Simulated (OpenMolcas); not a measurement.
**revTPSS/ANO-R2 (sfX2C, Cholesky decomposition) run of SiHF3 (SMILES F[SiH](F)F)**

What is the vertical ionisation energy of SiHF3 at revTPSS/ANO-R2 (sfX2C, Cholesky decomposition)? 

Program for the calculation: OpenMolcas 26.06.

## Step 1: The molecule

SiHF3 has 5 atoms, charge 0, and is taken as a singlet. As SMILES, `F[SiH](F)F`. The shape is that of a PBE0-D4/def2-TZVP optimisation.

Bond lengths: F1–Si2 1.573 Å, Si2–F3 1.573 Å, Si2–F4 1.573 Å, Si2–H5 1.461 Å. Angles: F1–Si2–F3 108.3°, F1–Si2–F4 108.3°, F3–Si2–F4 108.3°, F1–Si2–H5 110.7°, F3–Si2–H5 110.7°, F4–Si2–H5 110.7°.

## Step 2: A single-point energy at revTPSS/ANO-R2 (sfX2C, Cholesky decomposition)

Input file job.inp:

```
&GATEWAY
Coord
5
bohr
F     -0.84489655    -0.15533549     2.81814857
Si     0.07691185     0.00321253    -0.00340151
F     -1.12835547     2.42149506    -1.24192801
F     -0.93711519    -2.38729101    -1.44979788
H      2.83345535     0.11791891    -0.12302117
Basis
ANO-R2
Group
NoSym
&SEWARD
High
&SCF
KSDFT
2
1.0 MGGA_X_REVTPSS
1.0 MGGA_C_REVTPSS
PrOrbitals
0
```

Started as:

```
$ export MOLCAS_MEM=1860
$ pymolcas job.inp > job.log
```

Log:

```text
--- Start Module: gateway ---
[...]
--- Stop Module: gateway /rc=_RC_ALL_IS_WELL_ ---
--- Start Module: seward ---
[...]
      Basis functions          152
--- Stop Module: seward /rc=_RC_ALL_IS_WELL_ ---
[...]
--- Start Module: scf ---
[...]
       Convergence after  12 Iterations
[...]
::    Total KS-DFT energy                            -590.6610961928
[...]
      Total spin, S                                     0.0000000000
[...]
      Total electronic charge=   42.000000
      Total            charge=   -0.000000
[...]
      Dipole Moment (debye):
      Origin of the operator (angstrom)=   -0.3095   -0.0129    0.0134
                   X=  1.1836E+00               Y=  4.9295E-02               Z= -5.1779E-02           Total=  1.1857E+00
      Quadrupole Moment (debye*angstrom):
[...]
--- Stop Module: scf /rc=_RC_ALL_IS_WELL_ ---
[...]
```

Wall time 71 s (1 thread of Arm Neoverse V2, shared host); peak memory 0.22 GiB.

## Step 3: The doublet cation

Input file job.inp:

```
* F3HSi Kohn-Sham DFT

&GATEWAY
  COORD
  5
  bohr
  F     -0.84489655    -0.15533549     2.81814857
  Si     0.07691185     0.00321253    -0.00340151
  F     -1.12835547     2.42149506    -1.24192801
  F     -0.93711519    -2.38729101    -1.44979788
  H      2.83345535     0.11791891    -0.12302117
  BASIS = ANO-R2
  GROUP = NoSym

&SEWARD
  HIGH

&SCF
  UHF
  CHARGE = 1
  SPIN = 2
  KSDFT = 2
  1.0 MGGA_X_REVTPSS
  1.0 MGGA_C_REVTPSS
  PRORBITALS = 0
```

Started as:

```
$ export MOLCAS_MEM=1860
$ pymolcas job.inp > job.log
```

Log:

```text
--- Start Module: gateway ---
[...]
--- Stop Module: gateway /rc=_RC_ALL_IS_WELL_ ---
--- Start Module: seward ---
[...]
      Basis functions          152
--- Stop Module: seward /rc=_RC_ALL_IS_WELL_ ---
[...]
--- Start Module: scf ---
[...]
       Convergence after  28 Iterations
[...]
::    Total KS-DFT energy                            -590.1616323210
[...]
      Total spin, S                                     0.5027946073
[...]
      Total electronic charge=   41.000000
      Total            charge=    1.000000
[...]
      Dipole Moment (debye):
      Origin of the operator (angstrom)=   -0.3095   -0.0129    0.0134
                   X=  3.7004E+00               Y=  1.5399E-01               Z= -1.6065E-01           Total=  3.7071E+00
      Center of Charge (angstrom)
[...]
--- Stop Module: scf /rc=_RC_ALL_IS_WELL_ ---
[...]
```

Run time: 2.2 min. Hardware: 1 thread of Arm Neoverse V2, shared host; peak memory 0.22 GiB.

## Step 4: Summary of results

At revTPSS/ANO-R2 (sfX2C, Cholesky decomposition):

| quantity | value |
| --- | --- |
| singlet SiHF3: total energy | -590.66110 Eh |
| singlet SiHF3: dipole moment | 1.19 D |
| singlet SiHF3: HOMO energy | -9.85 eV |
| singlet SiHF3: LUMO energy | 0.60 eV |
| singlet SiHF3: HOMO–LUMO gap | 10.45 eV |
| doublet cation: total energy | -590.16163 Eh |
| doublet cation: HOMO energy (highest over α and β) | -17.67 eV |
| doublet cation: LUMO energy (lowest over α and β) | -17.24 eV |
| doublet cation: ⟨S²⟩ | 0.756 |
| vertical ionisation energy (to the doublet cation) | 13.591 eV |

**Reading.** This program's gradients are faulty for this kind of reference, so any forces in the log (doublet cation) can't be trusted; the energy can. Removing an electron at fixed nuclei costs 13.59 eV (313 kcal/mol). The negative HOMO energy of the first species, 9.85 eV, lies 3.74 eV below that difference.
